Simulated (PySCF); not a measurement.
# C₃H₈O₂Si: electronic excitations and core binding energies

What electronic excitations and core binding energies should C₃H₈O₂Si (`CCOC(=O)[SiH3]`) show?

Computed with PySCF 2.14.0, with density-fitted response routines of our own, on a single molecule in the gas phase. Atoms are numbered from 0 throughout.

## (1) The molecule as given

14 atoms, charge 0, multiplicity 1; geometry from: GFN2-xTB.

Bonds of the start (Å): C0–C1 1.52, C1–O2 1.43, O2–C3 1.34, C3–O4 1.21, C3–Si5 1.92, C0–H6 1.09, C0–H7 1.09, C0–H8 1.09, C1–H9 1.09, C1–H10 1.10, Si5–H11 1.46, Si5–H12 1.46, Si5–H13 1.46.

## (2) TDDFT and polarisability: CAM-B3LYP/def2-SVPD

What the job is given:

```
{"job": {"kind": "uv", "xc": "CAM-B3LYP", "basis": "def2-SVPD", "nstates": 8, "ntriplets": 3}, "charge": 0, "multiplicity": 1}
C     -2.001001     0.003860     0.851383
C     -1.375036     0.321420    -0.498288
O      0.034916     0.542061    -0.381692
C      0.844542    -0.521551    -0.385791
O      0.460980    -1.659332    -0.499933
Si     2.650112     0.084600    -0.176687
H     -3.076289    -0.101718     0.738036
H     -1.793063     0.802888     1.559031
H     -1.595097    -0.927323     1.239355
H     -1.776102     1.249306    -0.911499
H     -1.541949    -0.504887    -1.197135
H      3.545285    -1.041975    -0.415918
H      2.773499     0.583731     1.192692
H      2.848524     1.168448    -1.135720
```

Method: TDDFT CAM-B3LYP/def2-SVPD, vertical, gas phase, core orbitals frozen in the response.

The run is started by

```
> OMP_NUM_THREADS=1 python probes_run.py task.json out
```

The driver reads the jobs from task.json and runs them one after another.

The program printed:

```text
coarse grid: 12016 points
cycle   1  E = -558.4346138458  dE =  7.135e-01  |g| = 8.694e-01  |ddm| = 4.717e+00
cycle   2  E = -558.2465374537  dE =  1.881e-01  |g| = 1.363e+00  |ddm| = 2.202e+00
cycle   3  E = -558.5818555906  dE = -3.353e-01  |g| = 1.744e-01  |ddm| = 1.442e+00
cycle   4  E = -558.5865698855  dE = -4.714e-03  |g| = 7.663e-02  |ddm| = 2.111e-01
cycle   5  E = -558.5876180033  dE = -1.048e-03  |g| = 1.202e-02  |ddm| = 7.719e-02
cycle   6  E = -558.5876506005  dE = -3.260e-05  |g| = 3.839e-03  |ddm| = 2.357e-02
cycle   7  E = -558.5876546604  dE = -4.060e-06  |g| = 7.912e-04  |ddm| = 7.479e-03
final grid: 110944 points
cycle   8  E = -558.6852646631  dE = -2.666e-05  |g| = 3.599e-03  |ddm| = 5.496e-02
cycle   9  E = -558.6852644537  dE =  2.094e-07  |g| = 3.988e-03  |ddm| = 1.050e-02
cycle  10  E = -558.6852675750  dE = -3.121e-06  |g| = 5.254e-04  |ddm| = 4.369e-03
cycle  11  E = -558.6852676200  dE = -4.497e-08  |g| = 2.312e-04  |ddm| = 7.523e-04
cycle  12  E = -558.6852676290  dE = -8.961e-09  |g| = 9.773e-05  |ddm| = 2.987e-04
cycle  13  E = -558.6852676309  dE = -1.901e-09  |g| = 1.862e-05  |ddm| = 9.954e-05
cycle  14  E = -558.6852676310  dE = -9.163e-11  |g| = 4.962e-06  |ddm| = 3.329e-05
converged SCF energy = -558.6852676310

Static polarisability (au): isotropic 71.229, principal 60.833 67.888 84.965

Singlet excitations
state   eV       nm        f      main configurations
  1   5.1249    241.9   0.00348   H->L 0.93
  2   7.3345    169.0   0.00024   H->L+1 0.82
  3   7.5547    164.1   0.08446   H-1->L 0.86
  4   7.7373    160.2   0.00211   H-2->L 0.73, H-5->L 0.15
  5   8.0376    154.3   0.18423   H->L+2 0.66, H->L+3 0.12
  6   8.2447    150.4   0.03879   H->L+4 0.56, H->L+5 0.09, H->L+2 0.08
  7   8.4125    147.4   0.01728   H->L+6 0.56, H->L+4 0.15, H->L+3 0.14
  8   8.5121    145.7   0.00614   H-1->L+1 0.79

Triplet excitations (Tamm-Dancoff, eV): 4.4636 5.6593 7.1100
```

Run time: 62 s. Hardware: 1 thread of Arm Neoverse N1, shared host; peak memory 0.87 GiB.

The orbitals next to the gap, with their largest atomic shares:

```csv
orbital,eV,atoms
HOMO−3,-11.49,"Si5 35 %, H13 22 %, H12 19 %"
HOMO−2,-11.13,"O2 30 %, C1 17 %, H10 9 %"
HOMO−1,-10.30,"O2 42 %, O4 26 %, C0 10 %"
HOMO,-9.18,"O4 56 %, C3 14 %, Si5 12 %"
LUMO,0.57,"C3 32 %, O4 25 %, Si5 18 %"
LUMO+1,1.09,"Si5 36 %, C3 12 %, C0 8 %"
LUMO+2,1.41,"Si5 51 %, H11 12 %, H12 12 %"
```

With each of the 8 states as a Gaussian band of 0.4 eV half-width at 1/e, the curve within the window shown has maxima at 242 nm (ε 140), 155 nm (ε 9,800) L/(mol cm). Beyond the last state computed it falls off for lack of states. The curve at chosen wavelengths:

```tsv
nm	ε (L/mol/cm)
141	785
146	3787
152	9121
157	9332
162	6637
168	3532
173	1514
178	439
184	61
189	8
194	1
200	0
205	1
210	3
215	10
221	31
226	60
231	96
237	130
242	141
247	133
253	105
258	76
263	50
269	28
274	15
```

Ground-state properties from the same run:

```csv
property,computed
dipole moment (D),1.92
polarisability (Å³),10.56
HOMO–LUMO gap (eV),9.75
−ε(HOMO) (eV),9.18
```

## (3) Core-electron binding energies: SCAN, X2C

Settings changed since step 2:

```diff
@@ -1,2 +1,2 @@
-{"job": {"kind": "uv", "xc": "CAM-B3LYP", "basis": "def2-SVPD", "nstates": 8, "ntriplets": 3}, "charge": 0, "multiplicity": 1}
+{"job": {"kind": "xps"}, "charge": 0, "multiplicity": 1}
 C     -2.001001     0.003860     0.851383
```

With the program's defaults for keys left out, this is: delta-SCF UKS SCAN, pcX-2 on the ionised atom, pcseg-1 elsewhere, spin-free X2C.

The program printed:

```text
ground state, core basis on atom 0 (C), 159 functions
  cycle   1  E = -559.47430567  |g| = 7.94e-01
  cycle   2  E = -558.95321592  |g| = 1.75e+00
  cycle   3  E = -559.56413834  |g| = 4.19e-01
  cycle   4  E = -559.59817239  |g| = 1.28e-01
  cycle   5  E = -559.60089522  |g| = 4.26e-02
  cycle   6  E = -559.60128762  |g| = 9.66e-03
  cycle   7  E = -559.60130995  |g| = 1.58e-03
  cycle   8  E = -559.60130910  |g| = 6.68e-04
  cycle   9  E = -559.60131029  |g| = 1.62e-04
  E(ground) = -559.64643655 Eh
hole in C 1s of atom 0
  cycle   1  E = -548.35920082  |g| = 1.50e+00
  cycle   2  E = -547.82991381  |g| = 1.72e+00
  cycle   3  E = -548.87088031  |g| = 3.30e-01
  cycle   4  E = -548.89890267  |g| = 1.93e-01
  cycle   5  E = -548.91229624  |g| = 5.23e-02
  cycle   6  E = -548.91285123  |g| = 3.22e-02
  cycle   7  E = -548.91321951  |g| = 1.33e-02
  cycle   8  E = -548.91328015  |g| = 5.44e-03
  cycle   9  E = -548.91329436  |g| = 1.12e-03
  cycle  10  E = -548.91329619  |g| = 7.04e-04
  cycle  11  E = -548.91329660  |g| = 2.59e-04
  E(ion) = -548.95704318 Eh   <S^2> = 0.7668   hole on atom = 1.000   binding energy = 290.873 eV
ground state, core basis on atom 1 (C), 159 functions
  cycle   1  E = -559.60365351  |g| = 5.86e-02
  cycle   2  E = -559.60361157  |g| = 2.38e-02
  cycle   3  E = -559.60361997  |g| = 2.42e-02
  cycle   4  E = -559.60372448  |g| = 1.14e-02
  cycle   5  E = -559.60375103  |g| = 8.25e-04
  cycle   6  E = -559.60375215  |g| = 2.85e-04
  E(ground) = -559.64846988 Eh
hole in C 1s of atom 1
  cycle   1  E = -548.30002055  |g| = 1.51e+00
  cycle   2  E = -546.29586619  |g| = 2.46e+00
  cycle   3  E = -548.42780463  |g| = 1.00e+00
  cycle   4  E = -548.71809476  |g| = 6.12e-01
  cycle   5  E = -548.84119242  |g| = 2.13e-01
  cycle   6  E = -548.85608122  |g| = 1.08e-01
  cycle   7  E = -548.86061866  |g| = 2.39e-02
  cycle   8  E = -548.86084103  |g| = 8.37e-03
  cycle   9  E = -548.86088611  |g| = 2.74e-03
  cycle  10  E = -548.86089597  |g| = 1.47e-03
  cycle  11  E = -548.86089854  |g| = 6.10e-04
  cycle  12  E = -548.86089889  |g| = 2.72e-04
  E(ion) = -548.90446985 Eh   <S^2> = 0.7755   hole on atom = 1.000   binding energy = 292.359 eV
ground state, core basis on atom 2 (O), 159 functions
  cycle   1  E = -559.63006381  |g| = 9.97e-02
  cycle   2  E = -559.62846219  |g| = 1.02e-01
  cycle   3  E = -559.62902820  |g| = 8.50e-02
  cycle   4  E = -559.63029613  |g| = 2.30e-02
  cycle   5  E = -559.63040089  |g| = 2.31e-03
  cycle   6  E = -559.63040217  |g| = 4.85e-04
  E(ground) = -559.67386526 Eh
hole in O 1s of atom 2
  cycle   1  E = -538.97967340  |g| = 2.23e+00
  cycle   2  E = -537.70827655  |g| = 2.68e+00
  cycle   3  E = -539.38839374  |g| = 1.01e+00
  cycle   4  E = -539.58738020  |g| = 7.58e-01
  cycle   5  E = -539.80940350  |g| = 1.02e-01
  cycle   6  E = -539.81287849  |g| = 3.93e-02
  cycle   7  E = -539.81361288  |g| = 9.46e-03
  cycle   8  E = -539.81365418  |g| = 2.04e-03
  cycle   9  E = -539.81365735  |g| = 8.20e-04
  cycle  10  E = -539.81365872  |g| = 4.70e-04
  E(ion) = -539.85748161 Eh   <S^2> = 0.7645   hole on atom = 1.000   binding energy = 539.231 eV
ground state, core basis on atom 3 (C), 159 functions
  cycle   1  E = -559.60696594  |g| = 9.20e-02
  cycle   2  E = -559.60287006  |g| = 1.64e-01
  cycle   3  E = -559.60758275  |g| = 4.11e-02
  cycle   4  E = -559.60775775  |g| = 2.98e-02
  cycle   5  E = -559.60792624  |g| = 1.61e-03
  cycle   6  E = -559.60792657  |g| = 4.63e-04
  E(ground) = -559.65336818 Eh
hole in C 1s of atom 3
  cycle   1  E = -548.24835111  |g| = 1.51e+00
  cycle   2  E = -545.56712403  |g| = 2.53e+00
  cycle   3  E = -548.57330264  |g| = 6.49e-01
  cycle   4  E = -548.59878757  |g| = 6.91e-01
  cycle   5  E = -548.72345496  |g| = 4.54e-01
  cycle   6  E = -548.80579400  |g| = 7.46e-02
  cycle   7  E = -548.80767776  |g| = 2.76e-02
  cycle   8  E = -548.80793803  |g| = 9.10e-03
  cycle   9  E = -548.80798171  |g| = 2.26e-03
  cycle  10  E = -548.80798721  |g| = 1.37e-03
  cycle  11  E = -548.80798943  |g| = 7.84e-04
  cycle  12  E = -548.80799014  |g| = 2.30e-04
  E(ion) = -548.85152085 Eh   <S^2> = 0.7823   hole on atom = 1.000   binding energy = 293.933 eV
ground state, core basis on atom 4 (O), 159 functions
  cycle   1  E = -559.62933397  |g| = 9.85e-02
  cycle   2  E = -559.62745757  |g| = 1.07e-01
  cycle   3  E = -559.62815338  |g| = 8.78e-02
  cycle   4  E = -559.62960770  |g| = 6.64e-03
  cycle   5  E = -559.62961690  |g| = 8.64e-04
  cycle   6  E = -559.62961715  |g| = 4.94e-04
  E(ground) = -559.67236349 Eh
hole in O 1s of atom 4
  cycle   1  E = -539.03604553  |g| = 2.22e+00
  cycle   2  E = -538.24872511  |g| = 2.38e+00
  cycle   3  E = -539.58956054  |g| = 8.31e-01
  cycle   4  E = -539.67479501  |g| = 7.06e-01
  cycle   5  E = -539.86987294  |g| = 7.38e-02
  cycle   6  E = -539.87182394  |g| = 2.95e-02
  cycle   7  E = -539.87226938  |g| = 9.83e-03
  cycle   8  E = -539.87231738  |g| = 3.09e-03
  cycle   9  E = -539.87232307  |g| = 1.08e-03
  cycle  10  E = -539.87232402  |g| = 5.01e-04
  cycle  11  E = -539.87232385  |g| = 1.72e-04
  E(ion) = -539.91553045 Eh   <S^2> = 0.7651   hole on atom = 1.000   binding energy = 537.611 eV
ground state, core basis on atom 5 (Si), 170 functions
  cycle   1  E = -559.69308515  |g| = 2.94e-01
  cycle   2  E = -559.68779991  |g| = 1.80e-01
  cycle   3  E = -559.67662256  |g| = 2.96e-01
  cycle   4  E = -559.69397909  |g| = 2.51e-02
  cycle   5  E = -559.69406907  |g| = 9.40e-03
  cycle   6  E = -559.69408666  |g| = 9.54e-04
  cycle   7  E = -559.69408697  |g| = 4.95e-04
  E(ground) = -559.69780168 Eh
hole in Si 1s of atom 5
  cycle   1  E = -490.76514365  |g| = 4.35e+00
  cycle   2  E = -490.72972589  |g| = 2.21e+00
  cycle   3  E = -491.17200679  |g| = 1.17e+00
  cycle   4  E = -491.63667591  |g| = 6.85e-01
  cycle   5  E = -491.77236953  |g| = 3.32e-01
  cycle   6  E = -491.81270752  |g| = 1.41e-01
  cycle   7  E = -491.81996344  |g| = 3.02e-02
  cycle   8  E = -491.82036375  |g| = 1.07e-02
  cycle   9  E = -491.82042731  |g| = 1.86e-03
  cycle  10  E = -491.82042782  |g| = 5.27e-04
  cycle  11  E = -491.82042990  |g| = 2.53e-04
  E(ion) = -491.83230654 Eh   <S^2> = 0.7525   hole on atom = 1.000   binding energy = 1846.714 eV
hole in Si 2p of atom 5
  cycle   1  E = -555.42100141  |g| = 1.23e+00
  cycle   2  E = -555.17812128  |g| = 1.21e+00
  cycle   3  E = -555.55661846  |g| = 6.55e-01
  cycle   4  E = -555.72243044  |g| = 2.11e-01
  cycle   5  E = -555.73095032  |g| = 1.52e-01
  cycle   6  E = -555.73986641  |g| = 4.05e-02
  cycle   7  E = -555.74056414  |g| = 1.03e-02
  cycle   8  E = -555.74061362  |g| = 2.76e-03
  cycle   9  E = -555.74061785  |g| = 7.72e-04
  cycle  10  E = -555.74061911  |g| = 4.99e-04
  E(ion) = -555.75651683 Eh   <S^2> = 0.7530   hole on atom = 1.002   binding energy = 107.248 eV
  2p3/2 = 107.030 eV   2p1/2 = 107.653 eV
```

It took 2.5 min on 1 thread of Arm Neoverse N1, shared host; peak memory 0.62 GiB.

Binding energies by hole, beside the orbital energy of the ground state; the difference holds orbital relaxation and, for a density functional, its self-interaction error:

```csv
hole,stands for,environment,ΔSCF (eV; 2p as the shell's mean),−ε (eV),⟨S²⟩
C1s on C0,C0,methyl carbon,290.87,273.6,0.767
C1s on C1,C1,sp3 CH2 bonded to O,292.36,275.2,0.776
O1s on O2,O2,ester alkoxy oxygen,539.23,517.9,0.765
C1s on C3,C3,carbonyl carbon,293.93,276.8,0.782
O1s on O4,O4,ester carbonyl oxygen,537.61,516.4,0.765
Si1s on Si5,Si5,"silicon bonded to C, 3 H",1846.71,1793.5,0.752
Si2p on Si5,Si5,"silicon bonded to C, 3 H",107.24,96.4,0.753
```

With the spin-orbit splitting: Si5 2p3/2 107.03, 2p1/2 107.65 eV. The table gives each 2p level as the mean over the whole 2p shell (two parts 2p3/2, one part 2p1/2), which differs a little from the single hole in the log.

## (4) What came out

```
                                quantity                               value
    lowest singlet (CAM-B3LYP/def2-SVPD)         5.12 eV (242 nm), f = 0.003
brightest single state of those computed         state 5, 8.04 eV, f = 0.184
                          lowest triplet                             4.46 eV
        C1s binding energies, SCAN/pcX-2  C3 293.93, C1 292.36, C0 290.87 eV
        O1s binding energies, SCAN/pcX-2             O2 539.23, O4 537.61 eV
       Si1s binding energies, SCAN/pcX-2                      Si5 1846.71 eV
       Si2p binding energies, SCAN/pcX-2                       Si5 107.24 eV
```

What this shows: The lowest singlet, at 5.12 eV, is HOMO→LUMO 0.93 and is weak; of the 8 states computed, the strongest absorption comes from state 5 at 8.04 eV. The lowest triplet lies 0.66 eV below the lowest singlet (triplets in Tamm-Dancoff, singlets in full TDDFT). C3 (carbonyl carbon) binds its C1s electron 3.06 eV more tightly than C0 (methyl carbon). The O1s levels kept as sound span 1.62 eV, from O4 (ester carbonyl oxygen) up to O2 (ester alkoxy oxygen).
